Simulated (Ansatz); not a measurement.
# C₂H₆OSi₂: one species, many methods

Aim: compute C₂H₆OSi₂ with functionals from several rungs and with coupled cluster. The yardstick is the atomisation energy at the CCSD(T) limit.

Method: functionals in def2-TZVPP, the program's frozen cores in correlated methods; program: Ansatz 0.2.0, Gaussian basis.

The runs, in order: LDA (SPW92), PBE-D4, revPBE-D4, BLYP-D4, r2SCAN-D4, B97M-V, PBE0-D4, B3LYP-D4, r2SCANh-D4, r2SCAN0-D4, HSE06-D4, BHLYP-D4, CAM-B3LYP-D4, LC-ωPBE, ωB97X-V, ωB97M-V, B2PLYP, PBE-QIDH; CCSD(T)/def2-SVP; CCSD(T)/def2-TZVPP; MP2/def2-QZVPP; extrapolation to the limit; RPA on PBE.

**1. The relaxed structure**

All runs share one geometry, relaxed beforehand with PBE0-D4 in a triple-zeta def2 set.

SMILES `O[SiH2]C#C[SiH3]`, 11 atoms, charge 0, spin multiplicity 1.

Atoms are counted from 1 here; the program's logs count them from 0.

Bond lengths: O1–Si2 1.641 Å, O1–H6 0.958 Å, Si2–C3 1.830 Å, Si2–H7 1.485 Å, Si2–H8 1.477 Å, C3–C4 1.215 Å, C4–Si5 1.826 Å, Si5–H9 1.483 Å, Si5–H10 1.483 Å, Si5–H11 1.483 Å. Angles: Si2–O1–H6 117.9°, O1–Si2–C3 111.3°, O1–Si2–H7 112.0°, O1–Si2–H8 106.2°, C3–Si2–H7 106.9°, C3–Si2–H8 109.7°, H7–Si2–H8 110.8°, Si2–C3–C4 179.3°, C3–C4–Si5 179.7°, C4–Si5–H9 109.2°, C4–Si5–H10 109.2°, C4–Si5–H11 109.0°, H9–Si5–H10 109.8°, H9–Si5–H11 109.7°, H10–Si5–H11 109.8°.

As a file:

```xyz
11
C2H6OSi2
O    -1.9146   -1.8875    1.4991
Si   -0.3228   -1.4953    1.5766
C     0.1294   -0.2903    0.2752
C     0.4247    0.5212   -0.5795
Si    0.8728    1.7330   -1.8697
H    -2.5540   -1.1741    1.5120
H     0.0365   -0.8793    2.8789
H     0.4219   -2.7544    1.3693
H     1.6071    2.8611   -1.2469
H     1.7309    1.0730   -2.8832
H    -0.3666    2.2355   -2.5111
```

**2. LDA**

This LDA is Slater exchange with PW92 correlation.

in.yaml reads:

```yaml
crystal:
  periodic: [false, false, false]
  atoms:
    - {symbol: O, position_ang: [-1.914593, -1.887523, 1.499063]}
    - {symbol: Si, position_ang: [-0.322844, -1.495329, 1.576626]}
    - {symbol: C, position_ang: [0.129445, -0.290294, 0.275184]}
    - {symbol: C, position_ang: [0.424727, 0.521225, -0.579489]}
    - {symbol: Si, position_ang: [0.872811, 1.733012, -1.869745]}
    - {symbol: H, position_ang: [-2.553987, -1.174107, 1.511956]}
    - {symbol: H, position_ang: [0.036476, -0.879322, 2.878923]}
    - {symbol: H, position_ang: [0.421898, -2.754427, 1.369311]}
    - {symbol: H, position_ang: [1.607094, 2.861113, -1.246904]}
    - {symbol: H, position_ang: [1.730920, 1.073013, -2.883216]}
    - {symbol: H, position_ang: [-0.366647, 2.235540, -2.511109]}
basis:
  gaussian: {orbitals: def2-TZVPP}
hamiltonian: {xc: lda}
output: {orbitals: {seedname: orbitals}}
```

The runs that follow: PBE-D4 (GGA); revPBE-D4 (GGA); BLYP-D4 (GGA); r2SCAN-D4 (meta-GGA); B97M-V (meta-GGA); PBE0-D4 (hybrid); B3LYP-D4 (hybrid); r2SCANh-D4 (hybrid); r2SCAN0-D4 (hybrid); HSE06-D4 (hybrid); BHLYP-D4 (hybrid); CAM-B3LYP-D4 (range-separated); LC-ωPBE-D4 (range-separated); ωB97X-V (range-separated); ωB97M-V (range-separated); B2PLYP (double hybrid); PBE-QIDH (double hybrid); CCSD(T) in def2-SVP; CCSD(T) in def2-TZVPP; MP2 in def2-QZVPP; RPA on PBE orbitals.

Before running them: what should the planned runs give, taken together? Wanted: atomisation energy, CCSD(T)/CBS; farthest beyond LDA; mean size of error, GGA; mean size of error, meta-GGA; mean size of error, hybrid; mean size of error, range-separated; mean size of error, double hybrid; gap, smallest and largest; T1 diagnostic.

The runs gave:

```
                               quantity                                                        value
        atomisation energy, CCSD(T)/CBS                                                4114.3 kJ/mol
 functionals within 20.6 kJ/mol (0.5 %)  r2SCAN-D4, B97M-V, B3LYP-D4, CAM-B3LYP-D4, ωB97X-V, ωB97M-V
                    farthest beyond LDA                                     BHLYP-D4 (-122.3 kJ/mol)
                mean size of error, GGA                                                  39.1 kJ/mol
           mean size of error, meta-GGA                                                   6.9 kJ/mol
             mean size of error, hybrid                                                  56.3 kJ/mol
    mean size of error, range-separated                                                  16.6 kJ/mol
      mean size of error, double hybrid                                                  48.6 kJ/mol
              gap, smallest and largest                    4.98 eV (LDA (SPW92)), 12.10 eV (LC-ωPBE)
                          T1 diagnostic                                                       0.0125
triples share of the correlation energy                                                        4.1 %
```

What this shows: LDA overbinds by 503.4 kJ/mol (12 %). PBE-D4 misses by +21.1 kJ/mol. Double hybrids carry the basis error of their MP2 part in triple zeta, and no dispersion term here, so their miss is partly the set-up's. The rungs meta-GGA, range-separated miss on average by less than the doubt on the reference (20.6 kJ/mol), so they tie. Misses under about 20.6 kJ/mol are within the doubt on the reference itself, which lacks core-valence correlation, relativity and higher excitations. Hartree-Fock recovers 74 % of the binding; the rest is correlation. CCSD(T) in def2-SVP is off by -275.9 kJ/mol, so the small basis spoils what the method gains. Orbital gaps span 5.0 to 12.1 eV; exact exchange widens them.
